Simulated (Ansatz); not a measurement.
## GaH₂OS, SMILES [OH][Ga][SH]: a rigid scan of one bond angle

Computed with Ansatz's Python interface.

`bend_gah2os.py`:
```python
import ansatz as az
from ase import Atoms

atoms = Atoms(["O", "Ga", "S", "H", "H"], positions=[
    (-1.17016, 0.25765, -0.49532),
    (-0.0059, 1.17528, 0.41215),
    (1.88236, -0.23518, 0.83943),
    (-1.95403, 0.02828, -0.98536),
    (1.24774, -1.22603, 0.2291),
])

first = (
    az.Crystal.molecule_from_ase(atoms).calculation()
    .basis(gaussian="def2-SVP")
    .functional("pbe")
    .spin("collinear", total=1)
    .relax(force_tolerance=0.02, max_steps=80)
)
atoms.positions = first.run(threads=1).report["positions_ang"]

rows = []
for angle in [90, 100, 110, 120, 135, 150, 165, 179]:
    bent = atoms.copy()
    bent.set_angle(1, 0, 3, angle, indices=[3])
    job = az.Crystal.molecule_from_ase(bent).calculation()
    job = job.basis(gaussian="def2-SVP")
    job = job.functional("pbe")
    job = job.spin("collinear", total=1)
    rows.append((angle, job.run(threads=1).report["free_energy_ev"]))
floor = min(e for _, e in rows)
for angle, e in rows:
    print(f"angle Ga1-O0-H3 = {angle:3d} deg   {1000 * (e - floor):9.1f} meV")
```

```console
$ python bend_gah2os.py
angle Ga1-O0-H3 =  90 deg       187.1 meV
angle Ga1-O0-H3 = 100 deg        53.6 meV
angle Ga1-O0-H3 = 110 deg         0.0 meV
angle Ga1-O0-H3 = 120 deg         6.2 meV
angle Ga1-O0-H3 = 135 deg        89.8 meV
angle Ga1-O0-H3 = 150 deg       215.1 meV
angle Ga1-O0-H3 = 165 deg       336.2 meV
angle Ga1-O0-H3 = 179 deg       413.8 meV
```

The scan is rigid, and the energies are electronic, in a modest basis. The zero is the lowest point of the grid, which needn't be the minimum. The species is open-shell (spin multiplicity 2). Wall time of the script: 52 s on 1 thread of Arm Neoverse V2 (shared host), peak memory 0.22 GiB.
